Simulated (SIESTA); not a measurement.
Wanted: the native input for a SIESTA 5.4.2 run.

```
Task                : single point
Functional          : PBEsol
Potentials or basis : PseudoDojo 0.4 standard (PBEsol files)
Basis               : DZP (energy shift 0.003 Ry; two zetas on semicore shells; d shell added on Sr)
Grid cutoff         : 800 Ry
Energy shift        : 0.003 Ry
k mesh              : 6 × 6 × 6
Occupations         : fermi-dirac, width 0.05 eV
Spin                : no spin polarisation
```

Crystal: Sr2TiBiO6.

```
Bi Sr Ti O
1.0
     0.00000    4.16054    4.16054
     4.16054    0.00000    4.16054
     4.16054    4.16054    0.00000
Bi Sr Ti O
1 2 1 6
Cartesian
  0.0000 0.0000 0.0000
  6.2408 6.2408 6.2408
  2.0803 2.0803 2.0803
  4.1605 4.1605 4.1605
  4.1605 4.1605 6.1235
  4.1605 4.1605 2.1976
  4.1605 6.1235 4.1605
  4.1605 2.1976 4.1605
  6.1235 4.1605 4.1605
  2.1976 4.1605 4.1605
```

The cell comes from a database or a generator and needn't be the stable form of this composition.

These files were run (other wordings do the same):

Sr2TiBiO6.fdf

```
SystemName                      Sr2TiBiO6
SystemLabel                     Sr2TiBiO6
NumberOfSpecies                 4
NumberOfAtoms                   10
%block ChemicalSpeciesLabel
  1  83 Bi
  2  38 Sr
  3  22 Ti
  4   8 O
%endblock ChemicalSpeciesLabel

LatticeConstant                 1.0 Ang
%block LatticeVectors
     0.0000000000     4.1605360300     4.1605360300
     4.1605360300     0.0000000000     4.1605360300
     4.1605360300     4.1605360300     0.0000000000
%endblock LatticeVectors
AtomicCoordinatesFormat         Fractional
%block AtomicCoordinatesAndAtomicSpecies
     0.0000000000     0.0000000000     0.0000000000  1  Bi
     0.7500000000     0.7500000000     0.7500000000  2  Sr
     0.2500000000     0.2500000000     0.2500000000  2  Sr
     0.5000000000     0.5000000000     0.5000000000  3  Ti
     0.7359032600     0.7359032600     0.2640967400  4  O
     0.2640967400     0.2640967400     0.7359032600  4  O
     0.7359032600     0.2640967400     0.7359032600  4  O
     0.2640967400     0.7359032600     0.2640967400  4  O
     0.2640967400     0.7359032600     0.7359032600  4  O
     0.7359032600     0.2640967400     0.2640967400  4  O
%endblock AtomicCoordinatesAndAtomicSpecies

%block kgrid.MonkhorstPack
    6   0   0  0.0
    0   6   0  0.0
    0   0   6  0.0
%endblock kgrid.MonkhorstPack
XC.Functional                   GGA
XC.Authors                      PBEsol
PAO.BasisSize                   DZP
PAO.EnergyShift                 0.003 Ry
Mesh.Cutoff                     800 Ry
OccupationFunction              FD
ElectronicTemperature           0.05 eV
MaxSCFIterations                120
SCF.MustConverge                false
SCF.Mixer.Method                Pulay
SCF.Mixer.Weight                0.25
SCF.Mixer.History               8
SCF.DM.Tolerance                5.0e-05
SCF.H.Tolerance                 1.0e-03 eV
WriteForces                     true
Charge.Mulliken                 end
%block PAO.Basis
  Bi 4
  n=6 0 2
    5.772 0.000
  n=6 1 2
    8.065 0.000
  n=5 2 2
    3.889 0.000
  n=6 2 1
    8.065
  Sr 5
  n=4 0 2
    3.897 0.000
  n=5 0 2
    9.500 0.000
  n=4 1 2
    4.631 0.000
  n=5 1 1
    9.500
  n=4 2 1
    7.000
  Ti 5
  n=3 0 2
    3.151 0.000
  n=4 0 2
    8.703 0.000
  n=3 1 2
    3.568 0.000
  n=4 1 1
    8.703
  n=3 2 2
    6.267 0.000
%endblock PAO.Basis
```

Potentials or basis: PseudoDojo 0.4 standard (PBEsol files), DZP (energy shift 0.003 Ry; two zetas on semicore shells; d shell added on Sr).

Launch:

```sh
$ siesta < Sr2TiBiO6.fdf > Sr2TiBiO6.out 2>&1
```

Results of the run:

```json
{
 "Pressure": "-3.2 GPa",
 "Largest force": "0.308 eV/Å",
 "Band gap on the k mesh": "none (metal or under the smearing width)"
}
```

Caveat: spin-orbit coupling is left out, which moves the levels of the heavy elements; the basis of atomic orbitals isn't converged, which shifts pressures, moduli and gaps; an odd number of electrons without spin polarisation forces a metal; a magnetic or distorted state may lie lower; semilocal functionals often make such compounds metallic where correlation or magnetic order opens a gap, which also shifts bond lengths.

Wall time 3.1 min on 1 thread of Arm Neoverse V2, with other jobs on the host, peak memory 0.75 GiB.
